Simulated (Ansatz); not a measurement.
LiSb3:

```xyz
4
Lattice="4.6810 0.0000 0.0000 0.0000 4.6810 0.0000 0.0000 0.0000 4.6810" Properties=species:S:1:pos:R:3 pbc="T T T"
Sb    2.3405    2.3405    0.0000
Sb    0.0000    2.3405    2.3405
Sb    2.3405    0.0000    2.3405
Li    0.0000    0.0000    0.0000
```

The cell comes from a database or a generator and needn't be the stable form of this composition.

| Item | Value |
| --- | --- |
| Program | Ansatz 0.2.0 |
| Task | single point |
| Functional | PBE |
| Potentials or basis | Ansatz PAW |
| Cutoff | 420 eV (not typed: the program's choice for these potentials) |
| k mesh | 6 × 6 × 6 |
| Occupations | fermi-dirac, width 0.05 eV |
| Spin | no spin polarisation |

On this cell: pressure 0.3 GPa; largest force zero by symmetry; band gap on the k mesh none (metal or under the smearing width).

The same run follows on a disturbed copy (atoms moved at random, drawn with an rms of 0.05 Å):

```
Sb Li
1.0
     4.68102    0.00000    0.00000
     0.00000    4.68102    0.00000
     0.00000    0.00000    4.68102
Sb Li
3 1
Direct
  0.49886 0.49580 0.00977
  0.99285 0.50754 0.50455
  0.50270 0.99627 0.49981
  0.99137 0.00743 0.99664
```

Q: What changes?

A: The energy (extrapolated to zero smearing) moves by +1.4 meV/atom; pressure 0.3 GPa; largest force 0.127 eV/Å; band gap on the k mesh none (metal or under the smearing width).

Forces on the atoms (eV/Å):
```
Sb  -0.062 -0.007 -0.081
Sb   0.112 -0.049  0.035
Sb  -0.077  0.055  0.051
Li   0.027  0.001 -0.005
```
